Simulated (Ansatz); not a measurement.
# Sn3Mo2: the cost of one run

Computed with Ansatz 0.2.0 (DFT PBE, scalar-relativistic, plane waves, PAW, unless a step's input says otherwise).

### 1 The starting structure

Symmetry: P6/mmm, No. 191, hexagonal system. The conventional cell has a = 4.251 Å, b = 4.251 Å, c = 8.750 Å, α = 90.00°, β = 90.00°, γ = 120.00°. Around Sn (site symmetry 6mm) lie 1 Sn at 2.15 Å. Around Sn (site symmetry 6/mmm) lie 6 Mo at 2.45 Å. Mo (site symmetry -6m2) has 3 Sn at 2.45 Å and 3 Mo at 2.45 Å as nearest neighbours.

Structure file:

```cif
data_structure
_symmetry_space_group_name_H-M 'P 1'
_symmetry_Int_Tables_number 1
_cell_length_a 4.2510
_cell_length_b 4.2510
_cell_length_c 8.7497
_cell_angle_alpha 90.000
_cell_angle_beta 90.000
_cell_angle_gamma 120.000
_cell_volume 136.93
loop_
_atom_site_label
_atom_site_type_symbol
_atom_site_fract_x
_atom_site_fract_y
_atom_site_fract_z
_atom_site_occupancy
Sn1 Sn 0.00000 0.00000 0.62276 1
Sn2 Sn 0.00000 0.00000 0.37724 1
Sn3 Sn 0.00000 0.00000 0.00000 1
Mo1 Mo 0.33333 0.66667 0.00000 1
Mo2 Mo 0.66667 0.33333 0.00000 1
```

Recipe of the guess: random cell by space group and Wyckoff sites (P6/mmm, No. 191). The dimensions are guesses.

### 2 Probe: one point on a coarse mesh

File input.yaml:

```yaml
crystal:
  lattice:
    - [4.25101942, 0.0, 0.0]
    - [-2.12550971, 3.68149081, 0.0]
    - [0.0, 0.0, 8.74970991]
  atoms:
    - { symbol: Sn, position: [0.0, 0.0, 0.62275741] }
    - { symbol: Sn, position: [0.0, 0.0, 0.37724259] }
    - { symbol: Sn, position: [0.0, 0.0, 0.0] }
    - { symbol: Mo, position: [0.33333333, 0.66666667, 0.0] }
    - { symbol: Mo, position: [0.66666667, 0.33333333, 0.0] }
basis:
  ecutwfc: 420
kpoints:
  mp_grid: { grid: [6, 6, 2] }
hamiltonian:
  xc: pbe
scf:
  occupations: { method: gaussian, width: 0.1 }
  lower_state_search: "off"
output:
  forces: true
  stress: true
  eigenvalues: true
```

The run is started by

```sh
ansatz run input.yaml --threads 1 --pin off --max-ram 2560MiB --backend cpu --events-out ev --progress --plain --runs-dir out
```

Q: Estimate wall time and peak memory on 1 thread of Intel Xeon Platinum 8259CL at 2.50GHz (Skylake/Cascade Lake), shared host.

About 5.1 s, with a peak of 0.46 GiB.
